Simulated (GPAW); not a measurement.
Crystal: NiAu3.

```
CELL_PARAMETERS angstrom
4.02817 0.00000 0.00000
0.00000 4.02817 0.00000
0.00000 0.00000 4.02817
ATOMIC_POSITIONS crystal
Au 0.50000 0.50000 0.00000
Au 0.00000 0.50000 0.50000
Au 0.50000 0.00000 0.50000
Ni 0.00000 0.00000 0.00000
```

The cell comes from a database or a generator and needn't be the stable form of this composition.

- Program: GPAW 26.7.0
- Task: relaxation of cell and atoms
- Functional: PBEsol
- Dispersion: D3(BJ)+ATM
- Potentials or basis: PAW data sets generated in the run's folder for this functional
- Cutoff: 600 eV
- Basis: pw
- k mesh: 5 × 5 × 5
- Occupations: fermi-dirac, width 0.05 eV
- Spin: collinear spin, ferromagnetic start
- Starting moments: [0.0, 0.0, 0.0, 1.0] μB

At the start: pressure -10.9 GPa; volume 16.34 Å³/atom.

Question: How do energy, volume and symmetry change on relaxing?

Answer: Over 4 steps the energy falls by 36.4 meV/atom and the volume is 15.33 Å³/atom (-6.2 %); space group Pm-3m (No. 221, to 0.05 Å); moment 0.00 μB per cell.

The path:
```tsv
step	energy change (eV)	largest force (eV/Å)	pressure (GPa)	volume (Å³)
1	0.0000	0.0000	-10.89	65.36
2	-0.0485	0.0000	-9.11	64.59
3	-0.1447	0.0000	0.96	61.03
4	-0.1456	0.0000	-0.06	61.34
```

Final structure:
```cif
data_structure
_symmetry_space_group_name_H-M 'P 1'
_symmetry_Int_Tables_number 1
_cell_length_a 3.9438
_cell_length_b 3.9438
_cell_length_c 3.9438
_cell_angle_alpha 90.000
_cell_angle_beta 90.000
_cell_angle_gamma 90.000
_cell_volume 61.34
loop_
_atom_site_label
_atom_site_type_symbol
_atom_site_fract_x
_atom_site_fract_y
_atom_site_fract_z
_atom_site_occupancy
Au1 Au 0.50000 0.50000 0.00000 1
Au2 Au 0.00000 0.50000 0.50000 1
Au3 Au 0.50000 0.00000 0.50000 1
Ni1 Ni 0.00000 0.00000 0.00000 1
```

Caveat: with this Au data set, volumes or pressures lay over 1.5 % or 2 GPa off other programs in two to four cells of ten; each step starts from the last one's moments, so a moment once lost doesn't come back; the stock nickel data set gives pressures a few GPa off other programs; later steps reuse the first step's grids; pairwise dispersion overbinds metals, which lowers pressure and volume.
